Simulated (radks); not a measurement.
**Numerical settings for Pd³⁺**

Aim: see which numerical settings matter for the palladium ion Pd3+. Each run changes a setting or two against a run with the defaults. The defaults are a mesh step of 0.008 in ln r, a mesh end at 40 bohr or more, Anderson mixing 0.5 over 9 steps and a tight residual threshold, with the energy settled to 1e-9 hartree as well; every run has a cap on iterations.

Method: scalar-relativistic Kohn-Sham, PBE, spin-polarised, spherical densities, point nucleus; open shells are filled with parallel spins first. Code: radks (a radial shooting solver on a logarithmic mesh, Libxc functionals) version 1.

### Step 1. The system

- element: palladium (Z = 46)
- charge: +3
- electrons: 43
- configuration: [Kr] 4d7

The outer shells:

Pd³⁺
```
[Kr] core
4d [↑↓][↑↓][↑ ][↑ ][↑ ]
```

### Step 2. Default settings

The run's settings:

```text
Z 46
configuration [Kr] 4d7
relativity scalar-relativistic
functional pbe,pbe
spin polarised
nucleus point
c 137.035999084
max_iterations 52
```

Started as:

```
$ python run_ks.py task.json out
```

The same process makes all the runs of this session.

### Step 3. Mesh step in ln r 0.08

Changes since step 2:

```diff
@@ -7,2 +7,3 @@
 c 137.035999084
+mesh_step 0.08
 max_iterations 52
```

### Step 4. Mesh step in ln r 0.12

Changes since step 3:

```diff
@@ -7,3 +7,3 @@
 c 137.035999084
-mesh_step 0.08
+mesh_step 0.12
 max_iterations 52
```

### Step 5. Mesh step in ln r 0.05

Changes since step 4:

```diff
@@ -7,3 +7,3 @@
 c 137.035999084
-mesh_step 0.12
+mesh_step 0.05
 max_iterations 52
```

### Step 6. Mesh end (bohr) 5

Changes since step 5:

```diff
@@ -7,3 +7,3 @@
 c 137.035999084
-mesh_step 0.05
+mesh_end 5
 max_iterations 52
```

### Step 7. Mesh end (bohr) 2

Changes since step 6:

```diff
@@ -7,3 +7,3 @@
 c 137.035999084
-mesh_end 5
+mesh_end 2
 max_iterations 52
```

### Step 8. Residual threshold 1e-13

Changes since step 7:

```diff
@@ -7,3 +7,3 @@
 c 137.035999084
-mesh_end 2
+threshold 1e-13
 max_iterations 52
```

### Step 9. Residual threshold 1e-16

Changes since step 8:

```diff
@@ -7,3 +7,3 @@
 c 137.035999084
-threshold 1e-13
+threshold 1e-16
 max_iterations 52
```

### Step 10. Mixing 0.05

Changes since step 9:

```diff
@@ -7,3 +7,3 @@
 c 137.035999084
-threshold 1e-16
+mixing 0.05
 max_iterations 52
```

### Step 11. Mixing history 1, mixing 0.2

Changes since step 10:

```diff
@@ -7,3 +7,4 @@
 c 137.035999084
-mixing 0.05
+history 1
+mixing 0.2
 max_iterations 52
```

### Step 12. Mixing history 1, mixing 1

Changes since step 11:

```diff
@@ -8,3 +8,3 @@
 history 1
-mixing 0.2
+mixing 1
 max_iterations 52
```

### Step 13. Mixing history 20

Changes since step 12:

```diff
@@ -7,4 +7,3 @@
 c 137.035999084
-history 1
-mixing 1
+history 20
 max_iterations 52
```

### Step 14. Iteration cap 8

Changes since step 13:

```diff
@@ -7,3 +7,2 @@
 c 137.035999084
-history 20
-max_iterations 52
+max_iterations 8
```

Before running it: what results should come out? Wanted: for each run, setting; iterations; converged; change of E.

**Answer**, as computed:

```
                     setting  mesh points  iterations  converged  change of E (mhartree)    time
            Default settings         2476          14        yes                       0  0.19 s
      mesh step in ln r 0.08          248           2         no                       -  0.04 s
      mesh step in ln r 0.12          166           2         no                       -  0.03 s
      mesh step in ln r 0.05          397          14        yes                 +0.0192  0.04 s
           mesh end (bohr) 5         2216          14        yes                 +0.9585  0.18 s
           mesh end (bohr) 2         2102          13        yes                   +4155  0.15 s
    residual threshold 1e-13         2476          22        yes                       0  0.23 s
    residual threshold 1e-16         2476          52         no                       -  0.36 s
                 mixing 0.05         2476          17        yes                       0  0.22 s
mixing history 1, mixing 0.2         2476          52         no                       -   0.6 s
  mixing history 1, mixing 1         2476          52         no                       -  0.91 s
           mixing history 20         2476          20        yes                       0  0.24 s
             iteration cap 8         2476           8         no                       -  0.12 s
```

What this shows: A zero stands for a change under the printed digits. Converged yet off by more than 1 mhartree: mesh end (bohr) 2. Convergence of the cycle says nothing about the mesh. Not converged or rejected: mesh step in ln r 0.08; mesh step in ln r 0.12; residual threshold 1e-16; mixing history 1, mixing 0.2; mixing history 1, mixing 1; iteration cap 8. A mesh that ends early acts as a hard wall.
